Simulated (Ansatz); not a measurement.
# F3H3OSi (built from SMILES F[SiH](F)F.O): search for a transition state

Is there a first-order saddle for this four-centre ligand exchange, which should form Si1–O7, F2–H6 and break Si1–F2, H6–O7, and which two structures does it connect?

Method: PBE0-D4, def2-SVP first, then def2-TZVP; program: Ansatz 0.2.0, Gaussian basis.

31 further runs of the same task are left out: 31 set aside as unsound or not needed.

**1. Starting geometry**

The guess: 8 atoms, charge 0, spin multiplicity 1.

Atoms are counted from 1 here; the program's logs count them from 0.

Bond lengths: Si1–F3 1.586 Å, Si1–F4 1.603 Å, Si1–H5 1.422 Å, O7–H8 0.956 Å. Angles: F3–Si1–F4 97.5°, F3–Si1–H5 129.6°, F4–Si1–H5 105.3°.

Geometry (Å):

```
Si   -0.7385    0.2376   -0.0289
F    -0.0191   -1.5962   -0.3791
F    -0.6719    0.4168   -1.6037
F    -0.7849    1.7930    0.3577
H    -1.7397   -0.3784    0.7708
H     0.9562   -1.0927    0.1151
O     1.2014    0.0388    0.6420
H     1.7964    0.5810    0.1261
```

Distances that are to change: Si1–O7 2.06 Å, F2–H6 1.20 Å, Si1–F2 2.00 Å, H6–O7 1.27 Å.

**2. Constrained relaxation of the guess**

Contents of hold/in.yaml:

```yaml
crystal:
  periodic: [false, false, false]
  atoms:
    - {symbol: Si, position_ang: [-0.738500, 0.237600, -0.028900]}
    - {symbol: F, position_ang: [-0.019100, -1.596200, -0.379100]}
    - {symbol: F, position_ang: [-0.671900, 0.416800, -1.603700]}
    - {symbol: F, position_ang: [-0.784900, 1.793000, 0.357700]}
    - {symbol: H, position_ang: [-1.739700, -0.378400, 0.770800]}
    - {symbol: H, position_ang: [0.956200, -1.092700, 0.115100]}
    - {symbol: O, position_ang: [1.201400, 0.038800, 0.642000]}
    - {symbol: H, position_ang: [1.796400, 0.581000, 0.126100]}
basis:
  gaussian: {orbitals: def2-SVP}
hamiltonian: {xc: pbe0, dispersion: d4}
relax: {f_tol: 0.08, max_steps: 120, escape_saddle: false, constraints: [{distance: [0, 6]}, {distance: [1, 5]}, {distance: [0, 1]}, {distance: [5, 6]}]}
```

The command line of these runs was not kept.

After this run come: Saddle search in the small basis; Saddle search in triple zeta; Vibrations at the point found; Relaxing after a step of 0.30 Å one way along the mode; Relaxing after a step of 0.30 Å the other way along the mode.

What does the calculation give? Wanted: imaginary mode; barrier from the start side; barrier from the end side; energy of the step; pairs that change; zero-point energy at the saddle.

The runs gave:

| quantity | value |
| --- | --- |
| imaginary mode | 764i cm⁻¹ |
| barrier from the start side | 101.3 kJ/mol |
| barrier from the end side | 81.2 kJ/mol |
| energy of the step | +20.1 kJ/mol |
| pairs that change | Si1–O7 formed, F2–H6 formed, Si1–F2 broken, H6–O7 broken |
| zero-point energy at the saddle | 1.091 eV |

One imaginary mode, 764i cm⁻¹, makes this a first-order saddle. The two relaxations end on the structures that were planned. At PBE0-D4/def2-TZVP the electronic barrier is 101.3 kJ/mol, about 41 kT at 298 K, and the step runs 20.1 kJ/mol uphill. A step off the saddle overshot and began above it in energy, so the link to its end is likely but not proven. The ends are the nearest minima, not always the lowest complexes.
